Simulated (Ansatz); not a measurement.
The system is SiO.

```
Si O
1.0
     2.80697    0.00000    0.00000
     0.00000    2.80697    0.00000
     0.00000    0.00000    2.80697
Si O
1 1
Direct
  0.00000 0.00000 0.00000
  0.50000 0.50000 0.50000
```

The cell was built by a generator and needn't be a form met in nature.

Below is the output of Ansatz 0.2.0 for this cell. Logs are shortened: lines on timing, memory, paths and dates and some standing lists are left out, and cuts for length are marked.

```text
Warning: RAYON_NUM_THREADS=2 ignored (pool sized by the plan → 2); use --threads N
Engine: ansatz 0.2.0, x86_64-unknown-linux-gnu
Pseudopotentials: kind: paw
Pseudopotential: Si, paw, valence charge 4, recommended cutoff 420 eV (normal), Si.paw.azcp
Pseudopotential: O, paw, valence charge 6, recommended cutoff 420 eV (normal), O.paw.azcp
Functional definition: PBEsol
  exchange = pbesol_x
  correlation = pbesol_c
Crystal: 2 atoms, lattice volume = 22.116 Å³
Basis set: ecut = 420 eV, 461 PW (Γ), exchange–correlation on 40×40×40 points (8 copies of the dense FFT grid, shifted against one another)
Bands: 9, of which v1, the nominal top of the filled ones, is band 5 counted from 1 (4 counted from 0)
Symmetry: 48 space group operations
Space group: Pm-3m (ITA 221), of the structure as read, at distance tolerance 2.8e-5 Å
k-points: 35 of 729
Non-local potential: Si, projectors of the file, l = 0: 2, l = 1: 2, l = 2: 2
Non-local potential: O, projectors of the file, l = 0: 2, l = 1: 2, l = 2: 1
PAW form: soft (Blöchl's): semilocal exchange-correlation on the pseudo side does not see the compensation charge
PAW frozen core: Si, regenerated for the run's functional, and the local potential with it (the file was generated under x = pbe(κ = 0.804, μ = 0.2195149727645171), c = pbe(β = 0.06672455060314922))
PAW frozen core: O, regenerated for the run's functional, and the local potential with it (the file was generated under x = pbe(κ = 0.804, μ = 0.2195149727645171), c = pbe(β = 0.06672455060314922))
PAW one-centre angular grid: Si, 110 points (default); XC on 64 Gauss nodes
PAW one-centre angular grid: O, 110 points (default); XC on 64 Gauss nodes
Initial density: superposition of atomic densities (neutral atoms: chi_scale 0, normalization atom), corrected by the library's trained network
Initial wavefunctions: pseudopotential atomic-orbital guess
Functional: x = pbesol(κ = 0.804, μ = 0.12345679012345678), c = pbesol(β = 0.046)
SCF iter   1: F=—  HF=-1180.024401 eV  |F-HF|=—  |Δ(HF+E_count)|=         —  Δρ=4.56e-3  dr2=2.47e-3  ethr=1.77e-3  ⟨swp⟩=6.2  Hψ=2253  notcnv=0
preconditioner: auto → none  [insulator: Δε(μ)=0.253 eV  Ē_g=13.167 eV  σ=0.050 eV  W_gap=0.66  n_scr=6 (ndim 8)  ℏωp=25.0 eV  f_vac=0.000  D(μ)=0.32/eV (n_scr^D=0)  ε∞_Penn≈4.6]
SCF iter   2: F=—  HF=-1180.023153 eV  |F-HF|=—  |Δ(HF+E_count)|=   1.25e-3  Δρ=2.05e-3  dr2=5.14e-4  ethr=2.47e-5  ⟨swp⟩=2.3  Hψ=730  notcnv=0
SCF iter   3: F=—  HF=-1180.023081 eV  |F-HF|=—  |Δ(HF+E_count)|=   7.20e-5  Δρ=4.46e-4  dr2=2.78e-5  ethr=5.14e-6  ⟨swp⟩=2.8  Hψ=500  notcnv=0
[... 98 lines left out ...]
SCF converged after 8 iterations
Free energy (F): -1179.996773 eV
Harris-Foulkes:  -1179.996773 eV  (|F-HF|=0.00e0)
Internal energy: -1179.993160 eV  (E = F + TS)
E sigma→0 (E₀):  -1179.994967 eV
Entropy (-TS):   -0.003613 eV (-1.806 meV/atom)
Fermi energy:    11.058753 eV
--- Per-component energies (eV) ---
  E_band       = 30.948866
  E_kinetic    = 213.812497
  E_local      = -315.213550  (includes V_loc(G=0)·N_el)
  E_nonlocal   = 74.878343
  E_hartree    = 117.458022
  E_xc         = -128.704662
  E_vxc        = -141.698331  (∫ρ·V_xc dr)
  E_paw        = -648.948868  (= ΣΔE_a)
  E_vpaw       = -35.748459  (= ΣTr[D̂ρ^β])
  E_aug_tail   = 0.002323  (compensation charges beyond the density's cutoff)
  E_ewald      = -493.344113
  E_core_change = 0.066849  (= ΣΔE_core)
  E_smearing   = -0.003613  (= −TS)
  E_closure    = 0.000000  (closes the sum)
  Σ components = -1179.996773   (vs F -1179.996773, Δ=0.00e0)
--- Forces (eV/Å), atoms counted from 1 ---
  atom   1  Si    -0.00000000    -0.00000000    -0.00000000
  atom   2  O      0.00000000    -0.00000000     0.00000000
  max |Σ_I F_I| component: 2.97e-30 eV/Å
--- Stress (GPa, compression-positive) ---
        9.993434       0.000000       0.000000
        0.000000       9.993434      -0.000000
        0.000000      -0.000000       9.993434
  P = ⅓ Tr σ = 9.9934 GPa (99.934 kbar)
--- Band table (eV; the first three rows and the last of 35) ---
  k-point 0: bands = ["-9.8902", "4.3485", "7.1874", "7.1874", "7.1874", "16.6168", "16.6168", "20.0020", "20.0020"]
  k-point 1: bands = ["-9.7533", "3.6499", "7.2761", "7.2761", "7.4843", "16.2125", "16.8293", "19.8404", "19.8404"]
  k-point 2: bands = ["-9.3748", "2.1619", "7.5135", "7.5135", "8.1428", "15.1502", "17.4456", "19.3892", "19.3892"]
  k-point 34: bands = ["-6.7786", "4.7832", "5.1114", "5.1114", "9.2196", "10.2291", "10.2291", "12.5209", "23.9927"]
--- Relaxed structure (5 steps of the walk, 5 accepted, 2 SCFs on fresh bases) ---
  F+E_penalty+E_count = -1179.99677301 eV   max|allowed force component| = 1.405e-30 eV/Å   (the final SCF, on the basis selected at the relaxed cell)
  cell:  # Å, volume = 20.0116 Å³
    - [2.7149412265314443, -1.861732279574328e-33, -1.1555579666323415e-33]
    - [-1.6049416203226963e-33, 2.7149412265314443, 0.0]
    - [-1.2839532962581572e-34, 0.0, 2.7149412265314443]
  atoms:
    - { symbol: Si, position: [1.8868414507696151e-34, 4.38768486449974e-47, -6.500273873332949e-48] }
    - { symbol: O, position: [0.5, 0.5, 0.5] }
```

Question: What input gives this log?

Answer: Relaxation of cell and atoms with PBEsol, no spin polarisation. The files as run (others can give the same):

input.yaml
```yaml
crystal:
  lattice:
    - [2.80697, 0.0, 0.0]
    - [0.0, 2.80697, 0.0]
    - [0.0, 0.0, 2.80697]
  atoms:
    - { symbol: Si, position: [0.0, 0.0, 0.0] }
    - { symbol: O, position: [0.5, 0.5, 0.5] }
hamiltonian:
  xc: pbesol
  pseudopotentials: { kind: paw }
kpoints:
  mp_grid: { grid: [9, 9, 9] }
scf:
  occupations: { method: fermi_dirac, width: 0.05 }
output:
  forces: true
  stress: true
  eigenvalues: true
relax:
  f_tol: 0.01
  max_steps: 40
  cell: { stress_tol: 0.05, p_target: 10.0 }
```

Potentials or basis: Ansatz PAW.
Command:
```bash
$ ansatz run input.yaml --threads 2 --pin off --max-ram 5632MiB --backend cpu --events-out ev --progress --plain --runs-dir out
```

Caveat: the plane-wave basis is chosen anew once the cell has moved, so the energies of steps on either side of that aren't comparable; the pressure holds a Pulay correction of +0.6 GPa for the finite cutoff; the PAW data sets come from PBE, with cores solved anew for the run's functional, which leaves a small shift of forces and pressure.
